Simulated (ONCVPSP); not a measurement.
**Al: generating and testing an ONCV potential**

Aim: build the potential from the settings below, then test how well it stands in for the atom: other configurations, scattering, ghost states and the plane-wave cutoff that it needs.

The numbers are computed with ONCVPSP 4.0.1 (PBEsol, scalar-relativistic, spin-unpolarised reference atom).

## 1. Starting point

Typed settings, in words:

| Property | Result |
| --- | --- |
| element | aluminium (Al, Z = 13) |
| type | optimised norm-conserving Vanderbilt (ONCV) |
| frozen core | [Ne] |
| valence charge | 3 |
| reference configuration | 3s1.5 3p1.5 |
| partial waves | 3s: rc 1.92 bohr, ncon 4, nbas 8, qcut 3.5 1/bohr, 2 projectors, debl 3.6 Ha; 3p: rc 3.20 bohr, ncon 4, nbas 8, qcut 2.4 1/bohr, 3 projectors, debl 2.8 Ha; d scattering state at 0.11 Ha: rc 3.08 bohr, ncon 5, nbas 8, qcut 3.7 1/bohr, 2 projectors, debl 1.6 Ha |
| local potential | polynomial inside 1.74 bohr (lpopt 5, dvloc0 0 Ha) |
| core correction | Teter function, fcfact 5.25, rcfact 1.2 |

The nodes and maxima of the atom's own shells, from an earlier all-electron run, set the scale for the radii.

All-electron outer shells of the reference configuration (PBEsol, scalar-relativistic, ld1.x):

| shell | level (eV) | outermost node (bohr) | outermost maximum (bohr) |
| --- | --- | --- | --- |
| 2s | -108.78 | 0.16 | 0.50 |
| 2p | -70.47 | – | 0.43 |
| 3s | -8.14 | 0.80 | 2.06 |
| 3p | -3.02 | 0.82 | 2.61 |

## 2. The generation run

Al.dat

```
# ATOM AND REFERENCE CONFIGURATION
# atsym  z   nc   nv     iexc    psfile
  Al 13.00    3    2  -116133      upf
#
#   n    l    f
    1    0    2.00
    2    0    2.00
    2    1    6.00
    3    0    1.50
    3    1    1.50
#
# PSEUDOPOTENTIAL AND OPTIMIZATION
# lmax
    2
#
#   l,   rc,      ep,       ncon, nbas, qcut
    0    1.92    0.00    4    8    3.50
    1    3.20    0.00    4    8    2.40
    2    3.08    0.11    5    8    3.70
#
# LOCAL POTENTIAL
# lloc, lpopt,  rc(5),   dvloc0
    4    5    1.74    0.00
#
# VANDERBILT-KLEINMAN-BYLANDER PROJECTORs
# l, nproj, debl
    0    2    3.60
    1    3    2.80
    2    2    1.60
#
# MODEL CORE CHARGE
# icmod, fcfact, rcfact
    3    5.25    1.20
#
# LOG DERIVATIVE ANALYSIS
# epsh1, epsh2, depsh
   -2.00    5.00    0.02
#
# OUTPUT GRID
# rlmax, drl
    6.00    0.01
#
# TEST CONFIGURATIONS
# ncnf
    4
# nvcnf
#   n    l    f
    2
    3    0    2.00
    3    1    1.00
#
    2
    3    0    2.00
    3    1    0.00
#
    2
    3    0    1.00
    3    1    0.00
#
    2
    3    0    1.00
    3    1    1.00
#
```

The run is started by

```
$ oncvpsp.x < Al.dat > Al.out
```

What does the calculation give? Wanted: cutoffs for 1 and 0.1 mHa per electron, occupied waves; bound ghosts; GHOST(+) flags; largest test error; largest phase difference near zero energy, channels read; rms error of d²Exc/dn², without and with the model core.

As calculated:

| quantity | value |
| --- | --- |
| cutoffs for 1 and 0.1 mHa per electron, occupied waves | 5.5 Ha and 14 Ha |
| bound ghosts | none found |
| GHOST(+) flags | s at 153 eV |
| largest test error (AE − PS) | -6.6 meV, for 3s1 3p0 |
| largest phase difference near zero energy, channels read | 0.001 rad |
| rms error of d²Exc/dn², without and with the model core | 1.93 and 0.09 mHa |

What this shows: The worst unpolarised test, 3s1 3p0, is off by 6.6 meV on 22.4 eV; by total energies transferability rates as good. It counts as soft on the atom at that tolerance, with 5.5 Ha needed at the looser tolerance. At the looser tolerance the 3s wave is the slowest; 3p needs 2 Ha. No bound ghost shows below the valence levels. Near zero energy the phases of the channels with partial waves agree within 0.001 rad. The program also flags highly localised states, GHOST(+) (s). These are tests on the free atom; a crystal test is still owed.
